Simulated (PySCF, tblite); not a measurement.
# C₂H₅FNSi radical: geometry, infrared bands and EPR parameters

Wanted: the infrared bands and EPR parameters of C₂H₅FNSi radical (`[H]/[C]=C\[Si@H](N)F`), by calculation.

Programs: tblite 0.8.0 and PySCF 2.14.0, with density-fitted response routines of our own. Each step states its level of theory. These are calculated values for one molecule in the gas phase, unless marked as measured. Atoms are numbered from 0 throughout.

## Step 1: The starting structure

10 atoms, charge 0, multiplicity 2; geometry from: force field or distance geometry start.

Bonds of the start (Å): C0–C1 1.30, C1–Si2 1.79, Si2–N3 1.70, Si2–F4 1.60, C0–H5 1.06, C1–H6 1.09, Si2–H7 1.48, N3–H8 1.00, N3–H9 1.01.

## Step 2: Optimising the geometry with GFN2-xTB

Job settings and geometry (Å):

```
{"job": {"kind": "relax", "xc": "GFN2-xTB", "basis": "xTB"}, "charge": 0, "multiplicity": 2}
C      1.657500    -1.114800    -0.319800
C      1.191600    -0.199400     0.484100
Si    -0.260100     0.774100     0.115400
N     -1.663800    -0.174700     0.219300
F     -0.228700     1.253700    -1.405800
H      2.017400    -1.855400    -0.990600
H      1.685900    -0.009400     1.435800
H     -0.432700     1.947200     1.007300
H     -2.422300     0.352600    -0.169400
H     -1.535800    -0.969400    -0.398800
```

Run with:

```bash
> OMP_NUM_THREADS=1 python probes_run.py task.json out
```

The driver reads the jobs from task.json and runs them one after another.

Output:

```text
step      E/eV     max force
  0    -439.05708    3.630
  1    -439.22280    2.425
  2    -439.25305    1.821
  3    -439.28854    0.533
  4    -439.31870    0.548
  5    -439.35492    0.873
  6    -439.38080    0.658
  7    -439.40777    0.527
  8    -439.43619    0.473
  9    -439.46287    0.618
 10    -439.48774    0.468
 11    -439.51166    0.507
 12    -439.53608    0.488
 13    -439.56739    0.704
 14    -439.58366    0.601
 15    -439.59367    0.322
 16    -439.59935    0.285
 17    -439.60601    0.398
 18    -439.61179    0.319
 19    -439.61663    0.138
 20    -439.61874    0.201
 21    -439.62219    0.218
 22    -439.62536    0.226
 23    -439.62891    0.168
 24    -439.63102    0.126
 25    -439.63254    0.121
 26    -439.63427    0.187
 27    -439.63674    0.243
 28    -439.63950    0.207
 29    -439.64137    0.095
 30    -439.64227    0.081
 31    -439.64295    0.097
 32    -439.64391    0.148
 33    -439.64541    0.153
 34    -439.64724    0.110
 35    -439.64823    0.073
 36    -439.64870    0.057
 37    -439.64925    0.067
 38    -439.64984    0.061
 39    -439.65027    0.072
 40    -439.65052    0.062
 41    -439.65074    0.043
 42    -439.65097    0.048
 43    -439.65121    0.049
 44    -439.65149    0.077
 45    -439.65188    0.088
 46    -439.65240    0.075
 47    -439.65290    0.068
 48    -439.65315    0.042
 49    -439.65326    0.039
 50    -439.65336    0.037
 51    -439.65353    0.052
 52    -439.65381    0.073
 53    -439.65418    0.077
 54    -439.65455    0.065
 55    -439.65490    0.052
 56    -439.65527    0.070
 57    -439.65572    0.073
 58    -439.65598    0.073
 59    -439.65633    0.063
 60    -439.65649    0.082
 61    -439.65672    0.051
 62    -439.65691    0.050
 63    -439.65707    0.063
 64    -439.65732    0.065
 65    -439.65757    0.054
 66    -439.65783    0.044
 67    -439.65805    0.037
 68    -439.65826    0.034
 69    -439.65857    0.046
 70    -439.65933    0.102
 71    -439.65367    0.668
 72    -439.66024    0.281
 73    -439.66119    0.120
 74    -439.66233    0.181
 75    -439.66331    0.135
 76    -439.66466    0.105
 77    -439.66074    0.627
 78    -439.66502    0.082
 79    -439.66524    0.126
 80    -439.66558    0.058
 81    -439.66597    0.118
 82    -439.66631    0.127
 83    -439.66738    0.100
 84    -439.66792    0.048
 85    -439.66805    0.180
 86    -439.66850    0.098
 87    -439.66878    0.073
 88    -439.67033    0.133
 89    -439.67138    0.091
 90    -439.67213    0.270
 91    -439.67230    0.109
 92    -439.67341    0.110
 93    -439.67395    0.173
 94    -439.67473    0.200
 95    -439.67621    0.105
 96    -439.67453    0.580
 97    -439.67774    0.112
 98    -439.67847    0.043
 99    -439.67433    0.672
100    -439.67915    0.050
101    -439.67957    0.055
102    -439.66091    1.216
103    -439.67992    0.058
104    -439.68020    0.062
105    -439.65695    1.412
106    -439.68057    0.070
107    -439.68092    0.072
108    -439.63211    1.950
109    -439.68108    0.109
110    -439.68087    0.146
111    -439.68118    0.097
112    -439.68130    0.089
113    -439.68256    0.139
114    -439.68591    0.345
115    -439.68818    0.251
116    -439.69005    0.169
117    -439.68863    0.366
118    -439.69173    0.058
119    -439.69220    0.048
120    -439.69282    0.164
121    -439.69306    0.136
122    -439.69368    0.110
123    -439.69410    0.070
124    -439.69443    0.035
125    -439.69466    0.034
126    -439.69479    0.030
127    -439.69488    0.029
128    -439.69500    0.027
129    -439.69508    0.029
130    -439.69513    0.019
131    -439.69516    0.025
132    -439.69517    0.012
133    -439.69519    0.008
```

Wall time 0.63 s (1 thread of Arm Neoverse V1, shared host).

Step by step: (not every step is listed)

```
step  energy from step 0 (eV)  largest force (eV/Å)
   0                   0.0000                3.6298
   1                  -0.1657                2.4248
   2                  -0.1960                1.8214
   3                  -0.2315                0.5327
   4                  -0.2616                0.5478
   5                  -0.2978                0.8733
   6                  -0.3237                0.6580
   7                  -0.3507                0.5268
   8                  -0.3791                0.4726
  20                  -0.5617                0.2015
  32                  -0.5868                0.1481
  44                  -0.5944                0.0772
  56                  -0.5982                0.0699
  68                  -0.6012                0.0343
  80                  -0.6085                0.0575
  92                  -0.6163                0.1102
 104                  -0.6231                0.0625
 116                  -0.6330                0.1687
 128                  -0.6379                0.0274
 129                  -0.6380                0.0287
 130                  -0.6381                0.0186
 131                  -0.6381                0.0246
 132                  -0.6381                0.0123
 133                  -0.6381                0.0081
```

Close pairs (by a distance rule), those that changed most:

```
  bond  before (Å)  after (Å)  change (Å)
C1–Si2       1.786      1.913      +0.127
Si2–H7       1.484      1.459      -0.025
Si2–F4       1.595      1.611      +0.015
 C0–C1       1.304      1.289      -0.015
Si2–N3       1.697      1.712      +0.015
 N3–H9       1.015      1.005      -0.010
 C1–H6       1.089      1.083      -0.006
 C0–H5       1.062      1.068      +0.006
```

The end geometry stands in the next job.

## Step 3: Harmonic vibrations with GFN2-xTB

Job settings and geometry (Å):

```
{"job": {"kind": "ir", "xc": "GFN2-xTB", "basis": "xTB"}, "charge": 0, "multiplicity": 2}
C      1.974915    -1.026838    -0.298543
C      1.227915    -0.388486     0.536360
Si    -0.241001     0.729943     0.034092
N     -1.655272    -0.232618    -0.031136
F     -0.054138     1.225363    -1.486958
H      2.015604    -1.116392    -1.361972
H      1.400304    -0.454175     1.603360
H     -0.263231     1.968315     0.804466
H     -2.440654     0.073027    -0.582634
H     -1.955560    -0.773485     0.760437
```

Output:

```text
mode    cm-1     km/mol
  1       5.4      1.15
  2     130.4      4.40
  3     161.7      3.88
  4     206.0     12.34
  5     256.2     20.63
  6     348.6     11.90
  7     426.3    198.27
  8     527.9      7.88
  9     609.8     15.77
 10     656.0    148.37
 11     668.0    150.62
 12     771.1     31.60
 13     799.2    119.68
 14     853.4    268.43
 15     914.9      5.33
 16     937.1    225.98
 17    1165.5      8.37
 18    1502.9     58.36
 19    1703.0      9.35
 20    2275.4    288.47
 21    2995.8     32.24
 22    3157.2     31.34
 23    3477.6      5.45
 24    3536.0      3.98
```

Wall time 0.21 s (1 thread of Arm Neoverse V1, shared host).

The strongest bands and the atoms that carry them (share of the mass-weighted mode):

```
cm⁻¹  km/mol                       atoms
 426   198.3   H9 39 %, H8 37 %, N3 21 %
 656   148.4                     H7 84 %
 668   150.6           H7 58 %, Si2 10 %
 799   119.7            H5 59 %, C0 16 %
 853   268.4  Si2 34 %, F4 21 %, H8 12 %
 937   226.0           N3 38 %, Si2 34 %
1503    58.4   H9 44 %, H8 44 %, N3 11 %
2275   288.5                     H7 97 %
```

## Step 4: g tensor and hyperfine couplings: B3LYP/pcH-1

Same as in step 3 but for these lines:

```diff
@@ -1,2 +1,2 @@
-{"job": {"kind": "ir", "xc": "GFN2-xTB", "basis": "xTB"}, "charge": 0, "multiplicity": 2}
+{"job": {"kind": "epr", "basis": "pcH-1"}, "charge": 0, "multiplicity": 2}
 C      1.974915    -1.026838    -0.298543
```

Level: UKS B3LYP, pcH-1 on C F H N Si, non-relativistic, mean-field spin-orbit, GIAO.

Output:

```text
UKS, coarse grid
  cycle   1  E = -523.22344340  |g| = 5.41e-01
  cycle   2  E = -523.11385351  |g| = 8.05e-01
  cycle   3  E = -523.32930964  |g| = 6.21e-02
  cycle   4  E = -523.33045630  |g| = 3.41e-02
  cycle   5  E = -523.33095807  |g| = 1.16e-02
  cycle   6  E = -523.33103277  |g| = 5.66e-03
  cycle   7  E = -523.33106347  |g| = 2.04e-03
  cycle   8  E = -523.33107245  |g| = 1.49e-03
  cycle   9  E = -523.33107430  |g| = 5.41e-04
UKS, final grid
  cycle   1  E = -523.33102558  |g| = 5.49e-04
  cycle   2  E = -523.33102564  |g| = 7.89e-04
  cycle   3  E = -523.33102594  |g| = 1.54e-04
  cycle   4  E = -523.33102600  |g| = 1.59e-04
  cycle   5  E = -523.33102604  |g| = 4.94e-05
  cycle   6  E = -523.33102604  |g| = 9.83e-06
E = -523.33102604 Eh   <S^2> = 0.7586 (exact 0.7500)
g shifts (ppm)      1          2          3
  rmc          -152       -152       -152
  gc             24          8        -48
  oz_so        -563         -9        764
  total        -691       -152        565
hyperfine (MHz)  atom isotope    a_iso     a_fc   dipolar eigenvalues
    0   13C     312.79     312.91    -77.83    -57.39    135.22
    1   13C     -30.49     -30.47    -19.64      0.81     18.82
    2  29Si    -140.39    -140.56    -26.50     12.84     13.66
    3   14N       2.50       2.50     -0.36     -0.23      0.59
    4   19F      -2.55      -2.59     -3.06     -2.86      5.91
    5    1H      66.92      66.92    -30.13     -7.62     37.75
    6    1H     153.35     153.35     -6.96     -5.77     12.73
    7    1H      28.49      28.49     -1.91     -0.85      2.76
    8    1H       5.74       5.74     -0.90     -0.74      1.64
    9    1H      -0.33      -0.33     -1.16     -1.07      2.23
```

Wall time 29 s (1 thread of Arm Neoverse V1, shared host); peak memory 0.69 GiB.

Principal g values 2.00163, 2.00217, 2.00288; g(iso) = 2.00223, against 2.00232 for a free electron.

Hyperfine couplings; where a row names several nuclei, a(iso) is their mean (it holds for fast rotation or exchange) and the dipolar term the largest among them:

```
nuclei  isotope  a(iso) (MHz)  a(iso) (G, at g = 2.0023)  largest dipolar term (MHz)
    C0      13C         312.8                      111.6                       135.2
    H6       1H         153.3                       54.7                        12.7
   Si2     29Si        -140.4                      -50.1                       -26.5
    H5       1H          66.9                       23.9                        37.8
    C1      13C         -30.5                      -10.9                       -19.6
    H7       1H          28.5                       10.2                         2.8
H8, H9       1H           2.7                        1.0                         2.2
    F4      19F          -2.6                       -0.9                         5.9
    N3      14N           2.5                        0.9                         0.6
```

Mulliken spin populations:

```
atom  value (e)
  C0       0.97
  C1      -0.15
 Si2       0.08
  N3       0.00
  F4       0.00
  H5       0.01
  H6       0.06
  H7       0.02
  H8       0.00
  H9       0.00
```

In first order the couplings over 0.8 MHz of 1H, 19F, 14N give 144 distinct lines over 93.4 G, if the averaged nuclei exchange fast.

Orbitals, density, ELF and potential are computed afterwards from the orbital file.

ELF in a plane through or near 4 of the atoms.

Ten even steps from '0' (0.00) to '9' (1.00):
```
0000000000000000000000000000
0000000000000000000000000000
0000000000000000000000000000
0000000001100000000000000000
0000000036641000000000000000
0000000158863000001100000000
0000000137864100035530000000
0002332126665200157752000000
0026787667666312468762100000
0037899459877425744764200000
0026787225633227854999830000
0012478996300014666999950000
0000289998300000112789820000
0000189998200000000134300000
0000058995000111000000000000
0000001320000000000000000000
0000000000000000000000000000
0000000000000000000000000000
0000000000000000000000000000
0000000000000000000000000000
```
The map spans 9.9 Å across and 8.6 Å up, centred on the molecule. Atoms in the plane (x, y in Å): C0 (-2.2, -0.1), N3 (1.5, 0.0), H5 (-2.3, -1.2), H8 (2.4, -0.5).

On the surface of density 0.002 e/bohr³ the electrostatic potential runs, from the 1st to the 99th percentile, from -1.16 V near N3 to 1.87 V near H9.

The spin density lies nearest to C0 69 %; H5 9 %; C1 8 % (beta excess).

## Step 5: Summary of results

```
                                 quantity                  value
strongest single infrared mode (GFN2-xTB)  2275 cm⁻¹, 288 km/mol
             zero-point energy (GFN2-xTB)          40.1 kcal/mol
                           g(iso) (B3LYP)                2.00223
                                     ⟨S²⟩     0.759 (exact 0.75)
       largest a(iso) (averaged by class)   13C on C0, 312.8 MHz
    surface potential, 1st and 99th percentile     -1.16 V and 1.87 V
```

**Reading.** The optimisation took 133 steps and gained 0.638 eV; among the close pairs (by a distance rule), C1–Si2 changed most, from 1.786 to 1.913 Å. No mode is imaginary among the 24: a minimum at this level. The strongest single mode, at 2275 cm⁻¹, moves mainly H7. GFN2-xTB is a fitted tight-binding method: band positions and strengths are rough. Its intensities can rank the bands wrongly. Most of the unpaired spin sits on C0 (0.97 e). The isotropic g lies 0.1 ppt below the free-electron value.
